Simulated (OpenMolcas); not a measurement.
# CH6O2Si (SMILES C[SiH](O)O) at 6 levels

We compute a comparison of 6 runs (HF/STO-3G, HF/3-21G, B3LYP/6-31G*, TPSS/cc-pVDZ, MP2/cc-pVDZ) of CH6O2Si. 

Program for the calculation: OpenMolcas 26.06.

1 further run of the same task is left out (set aside as unsound or not needed).

## 1. Starting point

The species is CH6O2Si (10 atoms), meant as a singlet with charge 0. As SMILES, `C[SiH](O)O`. The coordinates come from a PBE0-D4/def2-TZVP relaxation. This is one conformer, not always the lowest.

Bond lengths: C1–Si2 1.852 Å, Si2–O3 1.647 Å, Si2–O4 1.646 Å, C1–H5 1.093 Å, C1–H6 1.093 Å, C1–H7 1.092 Å, Si2–H8 1.484 Å, O3–H9 0.958 Å, O4–H10 0.958 Å. Some angles: C1–Si2–O3 105.2°, C1–Si2–O4 112.8°, O3–Si2–O4 112.2°, C1–Si2–H8 113.0°, O3–Si2–H8 110.8°, O4–Si2–H8 103.1°, Si2–C1–H5 111.0°, Si2–C1–H6 110.6°, Si2–C1–H7 110.8°, Si2–O3–H9 117.2°.

## 2. Energy and gradient at HF/STO-3G (run 1)

Contents of run.inp:

```
>>> EXPORT MOLCAS_PRINT=2

&GATEWAY
  BASLIB
  $CurrDir
  COORD
  10
  bohr
  C     -2.44341588     0.65724675    -0.27665590
  Si     0.97793327     0.34015070     0.39079536
  O      1.22907787    -2.18452340     2.19359409
  O      2.69285973     0.11054898    -2.19510587
  H     -3.17681859    -1.03897142    -1.20110992
  H     -3.50241840     0.92426505     1.47549816
  H     -2.80510946     2.27485231    -1.50686761
  H      2.05715586     2.58873582     1.67184070
  H      2.87521830    -2.58306664     2.83421124
  H      2.25274251    -1.18599212    -3.38053106
  BASIS
  STO-3G
  GROUP
  NoSym

&SEWARD

&SCF
  THRESHOLDS
  1e-10 1e-07 1e-07 1e-05
  PRORBITALS
  1 1

&ALASKA
```

The basis set STO-3G is read from a file made from the Basis Set Exchange's data (not shown).

The run is started by

```console
$ export MOLCAS_MEM=1860
$ pymolcas run.inp > run.log
```

The program printed:

```text
--- Start Module: gateway ---
[...]
--- Stop Module: gateway /rc=_RC_ALL_IS_WELL_ ---
[...]
      Basis functions           30
[...]
--- Start Module: scf ---
[...]
       Convergence after  11 Iterations
[...]
::    Total SCF energy                               -474.2272741735
[...]
      Total spin, S                                     0.0000000000
[...]
      Total electronic charge=   42.000000
      Total            charge=   -0.000000
[...]
      Dipole Moment (debye):
      Origin of the operator (angstrom)=    0.3965   -0.1003    0.0507
                   X= -4.7344E-02               Y= -2.5450E-01               Z= -1.5125E-01           Total=  2.9981E-01
      Quadrupole Moment (debye*angstrom):
[...]
--- Stop Module: scf /rc=_RC_ALL_IS_WELL_ ---
--- Start Module: alaska ---
[...]
 *              Molecular gradients               *
 **************************************************
  Irreducible representation: a
 ------------------------------------------------------------------------------------------
                              X                       Y                       Z
 ------------------------------------------------------------------------------------------
  C1                7.54257320860852E-03   -1.89503431403226E-04    7.24746926753728E-04
  SI2              -1.39414678474641E-02   -2.74036118264647E-02   -1.57042277495911E-02
  O3                3.37578453511609E-02    1.03666577535559E-02    3.40667840545272E-03
  O4               -2.20300443669661E-02   -2.47174329263617E-02   -8.24986928929228E-03
  H5               -2.38340519861735E-03   -9.07164263254412E-03   -4.02791711659156E-03
  H6               -3.81723484028162E-03    6.09760521042779E-04    8.94322399311465E-03
  H7                2.77300402294012E-04    7.55858500428674E-03   -5.60081251359312E-03
  H8                1.38996921641215E-02    2.36258005621055E-02    1.39586948335824E-02
[...]
--- Stop Module: alaska /rc=_RC_ALL_IS_WELL_ ---
[...]
```

Wall time 2 s (1 thread of Intel Xeon Platinum 8375C at 2.90GHz (Ice Lake), shared host); peak memory 0.37 GiB.

## 3. Energy and gradient at HF/3-21G (run 2)

Contents of job.inp:

```
* CH6O2Si Hartree-Fock

&GATEWAY
  BASLIB=$CurrDir
  COORD
  10
  angstrom
  C       -1.293000       0.347800      -0.146400
  Si       0.517500       0.180000       0.206800
  O        0.650400      -1.156000       1.160800
  O        1.425000       0.058500      -1.161600
  H       -1.681100      -0.549800      -0.635600
  H       -1.853400       0.489100       0.780800
  H       -1.484400       1.203800      -0.797400
  H        1.088600       1.369900       0.884700
  H        1.521500      -1.366900       1.499800
  H        1.192100      -0.627600      -1.788900
  BASIS=3-21G
  GROUP=NoSym

&SEWARD

&SCF
  THRESHOLDS=1e-10 1e-07 1e-07 1e-05
  PRORBITALS=1 2

&ALASKA
```

The basis set 3-21G is read from a file made from the Basis Set Exchange's data (not shown).

The run is started by

```console
$ export MOLCAS_MEM=1860
$ pymolcas job.inp > job.log
```

The program printed:

```text
--- Start Module: gateway ---
[...]
--- Stop Module: gateway /rc=_RC_ALL_IS_WELL_ ---
[...]
      Basis functions           52
[...]
--- Start Module: scf ---
[...]
       Convergence after  13 Iterations
[...]
::    Total SCF energy                               -477.5369213064
[...]
      Total spin, S                                     0.0000000000
[...]
      Total electronic charge=   42.000000
      Total            charge=   -0.000000
[...]
      Dipole Moment (debye):
      Origin of the operator (angstrom)=    0.3965   -0.1003    0.0507
                   X= -8.0816E-02               Y= -8.5689E-01               Z= -4.2419E-01           Total=  9.5954E-01
      Quadrupole Moment (debye*angstrom):
[...]
--- Stop Module: scf /rc=_RC_ALL_IS_WELL_ ---
--- Start Module: alaska ---
[...]
 *              Molecular gradients               *
 **************************************************
  Irreducible representation: a
 ------------------------------------------------------------------------------------------
                              X                       Y                       Z
 ------------------------------------------------------------------------------------------
  C1                1.48716647031240E-02   -3.40203785985294E-03    4.62840073349091E-03
  SI2               5.04888762802147E-03   -2.89286793303205E-02   -1.36862822820238E-02
  O3               -8.84073643011263E-03    1.07724181750282E-02   -5.87413730544917E-03
  O4               -4.92505123698095E-03    7.97608293162844E-03    1.17366790671429E-02
  H5               -8.81781158041939E-05   -4.84705391910678E-03   -2.44833542353784E-03
  H6               -2.07244158906672E-03    8.24662680066646E-04    5.08250398024268E-03
  H7                1.24094450391898E-03    4.07931089643698E-03   -2.92524466187971E-03
  H8                2.94615633961315E-03    1.49869857298190E-03    2.76080562945591E-04
[...]
--- Stop Module: alaska /rc=_RC_ALL_IS_WELL_ ---
[...]
```

It took 2.6 s on 1 thread of Intel Xeon Platinum 8375C at 2.90GHz (Ice Lake), shared host; peak memory 0.39 GiB.

Run 3 isn't shown in full; the table further down has it.

## 4. Energy and forces at B3LYP/6-31G(d) (Cartesian functions) (run 4)

Contents of mol.inp:

```
&gateway
 baslib = $CurrDir
 coord
 10
 angstrom
 C       -1.293000       0.347800      -0.146400
 Si       0.517500       0.180000       0.206800
 O        0.650400      -1.156000       1.160800
 O        1.425000       0.058500      -1.161600
 H       -1.681100      -0.549800      -0.635600
 H       -1.853400       0.489100       0.780800
 H       -1.484400       1.203800      -0.797400
 H        1.088600       1.369900       0.884700
 H        1.521500      -1.366900       1.499800
 H        1.192100      -0.627600      -1.788900
 basis = 6-31Gs
 group = NoSym

&seward
 gridinput
 Grid=UltraFine
 End of Grid

&scf
 ksdft = B3LYP
 thresholds = 1e-10 1e-07 1e-07 1e-05
 prorbitals = 1 1

&alaska
```

The basis set 6-31G* is read from a file made from the Basis Set Exchange's data (not shown).

The run is started by

```console
$ export MOLCAS_MEM=1860
$ pymolcas mol.inp > mol.log
```

The program printed:

```text
--- Start Module: gateway ---
[...]
--- Stop Module: gateway /rc=_RC_ALL_IS_WELL_ ---
[...]
      Basis functions           76
[...]
--- Start Module: scf ---
[...]
       Convergence after  13 Iterations
[...]
::    Total KS-DFT energy                            -481.7476359937
[...]
      Total spin, S                                     0.0000000000
[...]
      Total electronic charge=   42.000000
      Total            charge=   -0.000000
[...]
      Dipole Moment (debye):
      Origin of the operator (angstrom)=    0.3965   -0.1003    0.0507
                   X= -6.9680E-02               Y= -9.1608E-01               Z= -4.5615E-01           Total=  1.0257E+00
      Quadrupole Moment (debye*angstrom):
[...]
--- Stop Module: scf /rc=_RC_ALL_IS_WELL_ ---
[...]
--- Start Module: alaska ---
[...]
 *              Molecular gradients               *
 **************************************************
  Irreducible representation: a
 ------------------------------------------------------------------------------------------
                              X                       Y                       Z
 ------------------------------------------------------------------------------------------
  C1                2.46902074709254E-03   -5.00063642183912E-04    4.21024984904150E-04
  SI2               6.16326190520322E-04   -7.67053961679309E-03   -4.58409539270432E-03
  O3                7.77179697855290E-03    8.39744302632717E-03   -4.28067775640883E-03
  O4               -9.83853827154668E-03   -6.39282359190485E-03    4.94210536612094E-03
  H5                1.53614491929277E-03    1.34110984591684E-03    8.99918796581689E-04
  H6                1.72669255637148E-03   -2.24715266659348E-04   -1.39746087408277E-03
  H7                1.16265574013408E-03   -1.57046557889062E-03    1.27165322821376E-03
  H8               -8.47565673856021E-05   -1.05860614421882E-03    2.38479844671513E-04
[...]
--- Stop Module: alaska /rc=_RC_ALL_IS_WELL_ ---
[...]
```

It took 29 s on 1 thread of Intel Xeon Platinum 8375C at 2.90GHz (Ice Lake), shared host; peak memory 0.43 GiB.

Run 5 isn't shown in full; the table further down has it.

## 5. A single-point energy at MP2/cc-pVDZ (run 6)

Contents of struct.xyz:

```xyz
10

C     -1.293000     0.347800    -0.146400
Si     0.517500     0.180000     0.206800
O      0.650400    -1.156000     1.160800
O      1.425000     0.058500    -1.161600
H     -1.681100    -0.549800    -0.635600
H     -1.853400     0.489100     0.780800
H     -1.484400     1.203800    -0.797400
H      1.088600     1.369900     0.884700
H      1.521500    -1.366900     1.499800
H      1.192100    -0.627600    -1.788900
```

Contents of job.input:

```
&GATEWAY
 BasLib = $CurrDir
 Coord = struct.xyz
 Basis = cc-pVDZ
 Group = NoSym

&SEWARD

&SCF
 Thresholds = 1e-10 1e-07 1e-07 1e-05
 PrOrbitals = 1 1

&MBPT2
 Frozen = 8
```

The basis set cc-pVDZ is read from a file made from the Basis Set Exchange's data (not shown).

The run is started by

```console
$ export MOLCAS_MEM=1860
$ pymolcas job.input > job.log
```

The program printed:

```text
--- Start Module: gateway ---
[...]
--- Stop Module: gateway /rc=_RC_ALL_IS_WELL_ ---
[...]
      Basis functions           90
[...]
--- Start Module: scf ---
[...]
       Convergence after  13 Iterations
[...]
::    Total SCF energy                               -480.1262644148
[...]
      Total spin, S                                     0.0000000000
[...]
      Total electronic charge=   42.000000
      Total            charge=   -0.000000
[...]
      Dipole Moment (debye):
      Origin of the operator (angstrom)=    0.3965   -0.1003    0.0507
                   X= -9.8471E-02               Y= -8.0951E-01               Z= -4.1548E-01           Total=  9.1522E-01
      Quadrupole Moment (debye*angstrom):
[...]
--- Stop Module: scf /rc=_RC_ALL_IS_WELL_ ---
[...]
--- Start Module: mbpt2 ---
[...]
WARNING!
Default frozen orbitals as non valence orbitals is overwritten by user input.
Default values:   5
[...]
       Reference weight ( Cref**2 )         =        0.84442
::    Total MBPT2 energy                             -480.7470075283
[...]
      Total MBPT2 calculations                           0.32      0.36
--- Stop Module: mbpt2 /rc=_RC_ALL_IS_WELL_ ---
[...]
```

Run time: 7.5 s. Hardware: 1 thread of Intel Xeon Platinum 8375C at 2.90GHz (Ice Lake), shared host; peak memory 0.49 GiB.

## 6. All runs side by side

```tsv
run	level	integration grid	Cartesian functions	energy (Eh)	dipole moment (D) of the reference	HOMO energy (eV)	LUMO energy (eV)	wall time
1	HF/STO-3G	–	no	-474.227274	0.30	-9.30	13.31	2 s
2	HF/3-21G	–	no	-477.536921	0.96	-11.88	5.97	2.6 s
3	B3LYP/6-31G* (spherical functions)	UltraFine	no	-481.742344	1.03	-8.02	1.33	28 s
4	B3LYP/6-31G* (Cartesian functions)	UltraFine	yes	-481.747636	1.03	-8.03	1.28	29 s
5	TPSS/cc-pVDZ	UltraFine	no	-481.793199	1.06	-6.87	0.77	53 s
6	MP2/cc-pVDZ	–	no	-480.747008	0.92	-11.91	4.66	7.5 s
```

## 7. Outcome

| quantity | value |
| --- | --- |
| run 6: total energy | -480.74701 Eh |
| run 6: dipole moment (mean-field density) | 0.92 D |
| run 6: HOMO energy (Hartree–Fock orbitals) | -11.91 eV |
| run 6: LUMO energy (Hartree–Fock orbitals) | 4.66 eV |
| run 6: HOMO–LUMO gap (Hartree–Fock orbitals) | 16.57 eV |
| run 6: correlation energy (8 core orbitals frozen) | -620.7 mEh |

Over runs 1, 2, 3, 4, 5 the dipole moment (its size) runs from 0.30 D (HF/STO-3G) to 1.06 D (TPSS/cc-pVDZ). The two ends differ in method and basis. Over runs 1, 2, 3, 4, 5 the HOMO–LUMO gap runs from 7.64 eV (TPSS/cc-pVDZ) to 22.61 eV (HF/STO-3G). Totals of different functionals can't be ranked against each other. In run 1 the basis is minimal, so the values are rough. All runs together took 2 min, the longest 53 s.
